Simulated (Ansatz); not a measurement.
# C₄H₁₆BNSi₂: up Jacob's ladder to CCSD(T)

An exercise on one series of results from a longer session: the logs are not shown, and one member is left open.

The runs use Ansatz 0.2.0, Gaussian basis; functionals in def2-TZVPP, the program's frozen cores in correlated methods.

Plan: LDA (SPW92), PBE-D4, revPBE-D4, BLYP-D4, r2SCAN-D4, B97M-V, PBE0-D4, B3LYP-D4, r2SCANh-D4, r2SCAN0-D4, HSE06-D4, BHLYP-D4, CAM-B3LYP-D4, LC-ωPBE, ωB97X-V, ωB97M-V, B2PLYP, PBE-QIDH; CCSD(T)/def2-SVP; CCSD(T)/def2-TZVPP; MP2/def2-QZVPP; extrapolation to the limit; RPA on PBE.

### The relaxed structure

An earlier PBE0-D4 in a triple-zeta def2 set relaxation fixed the geometry.

SMILES `BN([SiH](C)C)[SiH](C)C`, 24 atoms, charge 0, spin multiplicity 1.

Atoms are counted from 1 here; the program's logs count them from 0.

Bond lengths: B1–N2 1.406 Å, B1–H9 1.199 Å, B1–H10 1.203 Å, N2–Si3 1.767 Å, N2–Si6 1.760 Å, Si3–C4 1.866 Å, Si3–C5 1.868 Å, Si3–H11 1.487 Å, C4–H12 1.093 Å, C4–H13 1.093 Å, C4–H14 1.093 Å, C5–H15 1.093 Å, C5–H16 1.092 Å, C5–H17 1.094 Å, Si6–C7 1.869 Å, Si6–C8 1.862 Å, Si6–H18 1.491 Å, C7–H19 1.093 Å and more. Angles: N2–B1–H9 121.4°, N2–B1–H10 119.4°, H9–B1–H10 119.2°, B1–N2–Si3 115.6°, B1–N2–Si6 122.2°, Si3–N2–Si6 122.0°, N2–Si3–C4 109.7°, N2–Si3–C5 110.7°, N2–Si3–H11 107.5°, C4–Si3–C5 110.6°, C4–Si3–H11 109.5°, C5–Si3–H11 108.7°, Si3–C4–H12 110.6°, Si3–C4–H13 111.1°, Si3–C4–H14 110.9°, H12–C4–H13 108.0°, H12–C4–H14 108.0°, H13–C4–H14 108.1° and more.

Coordinates:

```xyz
24

B    -1.8156   -1.0326    0.8230
N    -0.5512   -0.6480    0.3442
Si    0.6704   -0.3317    1.5816
C     0.3660    1.3391    2.3543
C     2.3880   -0.4155    0.8525
Si   -0.2379   -0.3796   -1.3667
C     0.0826    1.4380   -1.6639
C    -1.6440   -0.9744   -2.4318
H    -2.7311   -1.2341    0.0756
H    -1.9858   -1.1570    2.0075
H     0.5411   -1.3893    2.6184
H    -0.6337    1.3832    2.7930
H     0.4445    2.1368    1.6108
H     1.0924    1.5409    3.1463
H     2.5613    0.3448    0.0873
H     2.5863   -1.3926    0.4071
H     3.1196   -0.2547    1.6497
H     0.9909   -1.1429   -1.7265
H    -0.8005    2.0295   -1.4071
H     0.3174    1.6196   -2.7162
H     0.9202    1.8096   -1.0690
H    -1.3620   -0.8591   -3.4825
H    -1.8662   -2.0285   -2.2545
H    -2.5578   -0.4023   -2.2598
```

The first run:

Input file in.yaml:

```yaml
crystal:
  periodic: [false, false, false]
  atoms:
    - {symbol: B, position_ang: [-1.815586, -1.032561, 0.822958]}
    - {symbol: N, position_ang: [-0.551164, -0.648015, 0.344203]}
    - {symbol: Si, position_ang: [0.670361, -0.331679, 1.581606]}
    - {symbol: C, position_ang: [0.366001, 1.339070, 2.354307]}
    - {symbol: C, position_ang: [2.388008, -0.415524, 0.852540]}
    - {symbol: Si, position_ang: [-0.237877, -0.379634, -1.366744]}
    - {symbol: C, position_ang: [0.082585, 1.438024, -1.663873]}
    - {symbol: C, position_ang: [-1.644031, -0.974442, -2.431827]}
    - {symbol: H, position_ang: [-2.731081, -1.234064, 0.075586]}
    - {symbol: H, position_ang: [-1.985835, -1.156970, 2.007465]}
    - {symbol: H, position_ang: [0.541076, -1.389328, 2.618421]}
    - {symbol: H, position_ang: [-0.633696, 1.383187, 2.792969]}
    - {symbol: H, position_ang: [0.444532, 2.136800, 1.610771]}
    - {symbol: H, position_ang: [1.092430, 1.540937, 3.146259]}
    - {symbol: H, position_ang: [2.561336, 0.344824, 0.087290]}
    - {symbol: H, position_ang: [2.586252, -1.392578, 0.407077]}
    - {symbol: H, position_ang: [3.119608, -0.254671, 1.649677]}
    - {symbol: H, position_ang: [0.990900, -1.142869, -1.726506]}
    - {symbol: H, position_ang: [-0.800490, 2.029540, -1.407086]}
    - {symbol: H, position_ang: [0.317362, 1.619643, -2.716225]}
    - {symbol: H, position_ang: [0.920229, 1.809622, -1.069022]}
    - {symbol: H, position_ang: [-1.361978, -0.859129, -3.482492]}
    - {symbol: H, position_ang: [-1.866164, -2.028517, -2.254532]}
    - {symbol: H, position_ang: [-2.557779, -0.402267, -2.259822]}
basis:
  gaussian: {orbitals: def2-TZVPP}
hamiltonian: {xc: lda}
output: {orbitals: {seedname: orbitals}}
```

Started as:

```bash
$ ansatz run in.yaml --threads 4 --pin off --events-out ev --progress --plain --max-ram 46080MiB --backend cuda --devices 0, --max-vram 37GiB
```

Among the steps run: LDA; PBE-D4 (GGA); revPBE-D4 (GGA); BLYP-D4 (GGA); r2SCAN-D4 (meta-GGA); B97M-V (meta-GGA); B3LYP-D4 (hybrid); r2SCANh-D4 (hybrid); r2SCAN0-D4 (hybrid); HSE06-D4 (hybrid); BHLYP-D4 (hybrid); CAM-B3LYP-D4 (range-separated); LC-ωPBE (range-separated); ωB97X-V (range-separated); ωB97M-V (range-separated); B2PLYP (double hybrid); PBE-QIDH (double hybrid).

One of the session's tables, all rows but one given; the rest of the session is left out.

It belongs to the step «Frontier levels by functional». 

```
  functional  HOMO (eV)  gap (eV)
 LDA (SPW92)      -6.74      5.27
      PBE-D4      -6.63      5.42
   revPBE-D4      -6.57      5.47
     BLYP-D4      -6.50      5.44
   r2SCAN-D4      -6.88      6.01
      B97M-V      -6.98      5.98
     PBE0-D4      -7.84      7.58
    B3LYP-D4      -7.64      7.16
  r2SCANh-D4      -7.33      6.79
  r2SCAN0-D4      -8.02      7.96
    HSE06-D4      -7.45      6.80
    BHLYP-D4      -9.00      9.68
CAM-B3LYP-D4      -9.20      9.97
     LC-ωPBE     -10.53     12.48
     ωB97X-V     -10.20     12.00
     ωB97M-V          ?         ?
```

**Question.** Estimate the row for ωB97M-V.

As computed: HOMO (eV): -10.10; gap (eV): 11.62. In the column «HOMO (eV)» it lies between ωB97X-V (-10.20) and CAM-B3LYP-D4 (-9.20).
